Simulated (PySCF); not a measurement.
# GaCl₂⁺: singlet, from a linear start

Aim: relax GaCl₂⁺ as a singlet from a linear start, check by its vibrations whether the end is a minimum, and collect its spectrum and constants.

Method: PBE0, basis Ga def2-TZVP, Cl def2-TZVP, no relativity, density fitting; program: PySCF 2.14.0.

**1. Starting geometry**

3 atoms, charge 1, spin multiplicity 1.

Bond lengths: Ga1–Cl2 2.185 Å, Ga1–Cl3 2.185 Å. Angles: Cl2–Ga1–Cl3 180.0°.

Z-matrix (Å, degrees; charge 1 multiplicity 1):
```
Ga
Cl 1 2.1854
Cl 1 2.1854 2 180.00
```

**2. The SCF at the typed geometry**

One driver script runs all steps and calls PySCF; scf.py shows how it sets up the SCF of each step. The optimiser is the driver's own. After this first run the driver tries any further starts and a stability analysis.

Input file scf.py:

```python
from pyscf import gto, scf, dft
mol = gto.M(atom='''
Ga     0.000000     0.000000     0.000000
Cl     0.000000     0.000000     2.185400
Cl     0.000000     0.000000    -2.185400''',
    basis={'Ga': 'def2-TZVP', 'Cl': 'def2-TZVP'},
    charge=1, spin=0)
mf = dft.RKS(mol, xc='PBE0')
mf.grids.atom_grid = (50, 194)
aux = {'Ga': 'def2-universal-JKFIT', 'Cl': 'def2-universal-JKFIT'}
mf = mf.density_fit(auxbasis=aux)
mf.conv_tol = 1e-08
mf.diis_space = 10
mf.max_cycle = 60
mf.init_guess = 'minao'
mf.verbose = 4
mf.kernel()
```

Run with:

```console
> OMP_NUM_THREADS=4 python axn.py task.json out
```

Output:

```text
init E= -2844.39018732581
  HOMO = -0.383461812496916  LUMO = -0.171873700979212  gap/eV = 5.75761
cycle= 1 E= -2844.35336220979  delta_E= 0.0368  |g|= 0.924  |ddm|=  1.8
  HOMO = -0.545884858781903  LUMO = -0.415327545211468  gap/eV = 3.55265
cycle= 2 E= -2844.05986959615  delta_E= 0.293  |g|=  1.6  |ddm|= 1.88
  HOMO = -0.584033137264836  LUMO = -0.383821149873562  gap/eV = 5.44805
cycle= 3 E= -2844.49003432985  delta_E= -0.43  |g|= 0.142  |ddm|= 1.25
  HOMO = -0.566454431275427  LUMO = -0.373799449422052  gap/eV = 5.24241
cycle= 4 E= -2844.49252434265  delta_E= -0.00249  |g|= 0.0584  |ddm|= 0.16
  HOMO = -0.569199910563064  LUMO = -0.369985900670688  gap/eV = 5.42089
cycle= 5 E= -2844.49355112119  delta_E= -0.00103  |g|= 0.00673  |ddm|= 0.0662
  HOMO = -0.569584395129424  LUMO = -0.370557363455575  gap/eV = 5.41580
cycle= 6 E= -2844.49356317112  delta_E= -1.2e-05  |g|= 0.00176  |ddm|= 0.00624
  HOMO = -0.569383636394395  LUMO = -0.370408972056808  gap/eV = 5.41438
cycle= 7 E= -2844.49356375017  delta_E= -5.79e-07  |g|= 0.000125  |ddm|= 0.00142
  HOMO = -0.569402481594102  LUMO = -0.370427151408517  gap/eV = 5.41439
cycle= 8 E= -2844.49356375515  delta_E= -4.98e-09  |g|= 2.42e-05  |ddm|= 0.000168
  HOMO = -0.569394900944773  LUMO = -0.3704233200117  gap/eV = 5.41429
Extra cycle  E= -2844.4935637551  delta_E= 5.73e-11  |g|= 3.1e-05  |ddm|= 6.3e-05
converged SCF energy = -2844.4935637551
```

This step, with its further starts and checks, ran for 4 s (4 threads of Intel Xeon 6975P-C (Granite Rapids), shared host).

The test of internal stability found no lower closed-shell solution.

**3. Relaxing the singlet from the linear start**

The program finds D∞h symmetry in the start, which this walk keeps.

Edit scf.py of step 2 so:

```diff
@@ -15 +14,0 @@
-mf.init_guess = 'minao'
```

The optimiser's trace:

| step | energy (Eh) | change (kJ/mol) | largest symmetric gradient (Eh/bohr) |
| --- | --- | --- | --- |
| 0 | -2844.493564 | 0.00 | 0.04997 |
| 1 | -2844.509944 | -43.01 | 0.01500 |
| 2 | -2844.510735 | -45.08 | 0.00805 |
| 3 | -2844.510989 | -45.75 | 0.00065 |
| 4 | -2844.510990 | -45.75 | 0.00003 |

The walk took 5.2 s.

After 4 steps and 45.8 kJ/mol it ends at D∞h: Ga–Cl 2.024 Å (×2); Cl–Ga–Cl 180.0°.

**4. Is it a minimum? Harmonic modes**

The point is checked on the finer grid, and tightened if its gradient asks for it. The Hessian and the dipole derivatives come from central differences of analytic gradients, with steps of 0.02 bohr.

Edit scf.py of step 3 so:

```diff
@@ -3,3 +3,3 @@
-Ga     0.000000     0.000000     0.000000
-Cl     0.000000     0.000000     2.185400
-Cl     0.000000     0.000000    -2.185400''',
+Ga    -0.000000     0.000000     0.000000
+Cl    -0.000000     0.000000     2.023899
+Cl     0.000000     0.000000    -2.023899''',
@@ -9 +9 @@
-mf.grids.atom_grid = (50, 194)
+mf.grids.atom_grid = (75, 302)
@@ -12 +12 @@
-mf.conv_tol = 1e-08
+mf.conv_tol = 1e-10
```

The driver hands on the density of the step before, so the log starts near convergence.

Log of the central SCF (cycles and frontier levels):

```text
init E= -2844.5108937341
  HOMO = -0.581273872053588  LUMO = -0.327851771722841  gap/eV = 6.89597
cycle= 1 E= -2844.51089373409  delta_E= 9.55e-12  |g|= 4.07e-06  |ddm|= 5.78e-06
  HOMO = -0.581274326652707  LUMO = -0.327851518350457  gap/eV = 6.89599
Extra cycle  E= -2844.51089373409  delta_E= 2.27e-12  |g|= 6.71e-06  |ddm|= 8.71e-06
converged SCF energy = -2844.51089373409
```

The whole step took 8.9 s.

Geometry: D∞h; Ga–Cl 2.024 Å (×2); Cl–Ga–Cl 180.0°.

Modes, for the most abundant isotopes:

```
symmetry  ω (cm⁻¹)  IR (km/mol)  μ (u)
      πu       114         18.4  46.51
     σg+       426          0.0  34.97
     σu+       612         64.5  46.51
```

All wavenumbers are real: a minimum.

Properties at this point:

- Dipole moment about the centre of mass: 0.00 D
- Highest occupied level: -15.82 eV
- Lowest empty level: -8.92 eV
- Rotational constants: 0.05884 cm⁻¹
- Zero-point energy: 7.6 kJ/mol
- Principal polarisabilities: 29.5, 29.5, 67.5 bohr³
- Principal traceless quadrupole moments about the centre of mass: -3.51, -3.51, 7.02 D Å
- Entropy at 298.15 K and 1 bar: 273.1 J/(mol K)
- Heat capacity Cp at 298.15 K: 55.4 J/(mol K)
- Enthalpy at 298.15 K above 0 K: 13.55 kJ/mol
- Rotational symmetry number: 2

Populations by atom (charges in e):

| atom | Mulliken | Löwdin | polar tensor | Mayer order to Ga1 |
| --- | --- | --- | --- | --- |
| Ga1 | 0.80 | 0.01 | 1.38 | – |
| Cl2,3 | 0.10 | 0.50 | -0.19 | 1.51 |

Mulliken populations on Ga1: s 6.92, p 13.01, d 10.18, f 0.09.

**5. Summary of results**

```
                            quantity                                value
                             minimum                         singlet, D∞h
                            geometry  Ga–Cl 2.024 Å (×2); Cl–Ga–Cl 180.0°
                  wavenumbers (cm⁻¹)       114 (πu), 426 (σg+), 612 (σu+)
      dipole moment (centre of mass)                               0.00 D
highest occupied, lowest empty level                     -15.82, -8.92 eV
          polar-tensor charge of Ga1                              +1.38 e
                   zero-point energy                           7.6 kJ/mol
                 entropy at 298.15 K                      273.1 J/(mol K)
```

**Reading.** The linear start keeps its D∞h symmetry and ends in a minimum. In the infrared the band at 612 cm⁻¹ (σu+, stretch) leads. Other starts or spin states, not run here, may lie lower.

The search up to here took 18 s.
